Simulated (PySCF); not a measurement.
# CoH15N5 ([Co(NH3)5]2+): the cost of one run

Programs: PySCF 2.14.0, with routines of our own; each step states its level. All values are computed. Atoms count from 0.

### Step 1. The system as given

21 atoms, charge 2, states of the metal's open shell are computed; geometry from: model start, shaken.

### Step 2. Geometry optimisation at PBE0-D3(BJ)/def2-SVP

What the job is given:

```
{"job": {"xc": "PBE0", "basis": "def2-SVP", "d3": "d3bj", "grid": 1, "maxiter": 45, "solvent": "water", "kind": "geom"}, "charge": 2, "metal": "Co", "open_shell": "d7"}
Co     0.000020     0.004480    -0.004110
N     -0.013360    -0.006820     2.100130
H      0.943260     0.020100     2.497950
H     -0.480490     0.823450     2.510690
H     -0.469600    -0.830060     2.504900
N      0.010430    -0.020160    -2.121860
H     -0.970880    -0.019340    -2.532960
H      0.467650     0.797090    -2.501270
H      0.473530    -0.818910    -2.543090
N      2.106920    -0.000730     0.001700
H      2.482380     0.935190    -0.014680
H      2.493200    -0.455270     0.803990
H      2.504850    -0.457910    -0.824860
N     -1.059180     1.833300     0.000960
H     -1.271040     2.170830     0.962740
H     -0.569110     2.590630    -0.469390
H     -1.969060     1.791640    -0.459750
N     -1.075490    -1.830530     0.008650
H     -1.255500    -2.159440     0.941360
H     -1.949430    -1.740060    -0.481310
H     -0.542850    -2.584690    -0.469270
```

The run is started by

```
> OMP_NUM_THREADS=1 python lf_run.py task.json out
```

One launch serves the whole session: the jobs run in the order shown.

Q: Estimate the wall time and peak memory of this first job on 1 thread of Arm Neoverse V1, shared host.

About 6.4 min, with a peak of 1.6 GiB.
